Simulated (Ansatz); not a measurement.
# AlGa2P3: the band gap up the ladder of functionals

One table from this session's results is given with a row withheld; the runs are named, their logs left out.

The runs shown are made with Ansatz 0.2.0. PAW datasets, plane waves. (Calculated; spin-unpolarised; the phase may be known or hypothetical.)

## The cell

The cell was relaxed beforehand with r2SCAN.

Space group P3m1 (No. 156), trigonal; a = 3.861 Å, c = 9.459 Å in the conventional setting, 20.36 Å³ an atom. Al has 4 P at 2.36–2.37 Å; Ga has 4 P at 2.36–2.37 Å; P has 3 Al at 2.36 Å and 1 Ga at 2.37 Å; P has 4 Ga at 2.36 Å.

As a file:

```
Al Ga P
1.0
     3.86138    0.00000    0.00000
    -1.93069    3.34405    0.00000
     0.00000    0.00000    9.45881
Al Ga P
1 2 3
Direct
  0.00000 0.00000 0.99970
  0.66667 0.33333 0.66630
  0.33333 0.66667 0.33386
  0.66667 0.33333 0.91662
  0.33333 0.66667 0.58328
  0.00000 0.00000 0.25024
```

Set-up of the first run:

File input.yaml:

```yaml
crystal:
  lattice:
    - [3.8613787749, 0.0, 0.0]
    - [-1.9306893874, 3.3440521127, 0.0]
    - [0.0, 0.0, 9.458809515]
  atoms:
    - { symbol: Al, position: [0.0, 0.0, -0.000301204] }
    - { symbol: Ga, position: [0.6666666667, 0.3333333333, 0.6662995613] }
    - { symbol: Ga, position: [0.3333333333, 0.6666666667, 0.3338614981] }
    - { symbol: P, position: [0.6666666667, 0.3333333333, 0.9166244687] }
    - { symbol: P, position: [0.3333333333, 0.6666666667, 0.5832781658] }
    - { symbol: P, position: [0.0, 0.0, 0.2502375099] }
kpoints:
  mp_grid: { grid: [12, 12, 4] }
  band_path:
    path:
      - [[0.0, 0.0, 0.0], [0.5, 3.026981275735e-17, -4.578019841133e-18], [0.3333333333333, 0.3333333333333, -3.052013227422e-18], [0.0, 0.0, 0.0], [-2.629612338307e-35, -9.639379334706e-36, 0.5], [0.5, 3.046057922197e-17, 0.5], [0.3333333333333, 0.3333333333333, 0.5], [-2.629612338307e-35, -9.639379334706e-36, 0.5]]
      - [[0.5, 3.046057922197e-17, 0.5], [0.5, 3.026981275735e-17, -4.578019841133e-18]]
      - [[0.3333333333333, 0.3333333333333, 0.5], [0.3333333333333, 0.3333333333333, -3.052013227422e-18]]
    npoints: 10
hamiltonian:
  xc: pbe
scf:
  occupations: { method: fermi_dirac, width: 0.02 }
  n_extra_bands: 5
output:
  forces: true
  stress: true
  eigenvalues: true
  write_density: true
  write_potential: true
  elf: true
  volumetric_format: npy
```

Command:

```bash
> ansatz run input.yaml --threads 4 --pin off --max-ram 6451MiB --backend cpu --events-out ev --progress --plain --runs-dir out
```

Among the steps run: PBE bands along the symmetry lines; r2SCAN; HSE06 at the same geometry; Single point with PBE+SOC; PBE0 at the same geometry.

One table of the session follows, with a row left open; its other results are not shown here.

| level | gap (eV) |
| --- | --- |
| PBE | 1.60 |
| r2SCAN | 1.88 |
| HSE06 | 2.25 |
| PBE+SOC | 1.57 |
| PBE0 | ? |

**Question.** Estimate the row for PBE0.

**Answer.** gap (eV): 2.91. In the column «gap (eV)» it is the highest.

Meshes: PBE 12×12×4, r2SCAN 12×12×4, HSE06 6×6×2, PBE+SOC 12×12×4, PBE0 6×6×2

Against HSE06, PBE is short by 0.65 eV, at 71 % of it, and r2SCAN 84 %. PBE0 lies 0.67 eV above HSE06, which differs from it by screening the long-range exchange.

To keep in mind: Warnings in the runs' records: stress scf threshold loose, stress exchange threshold loose.
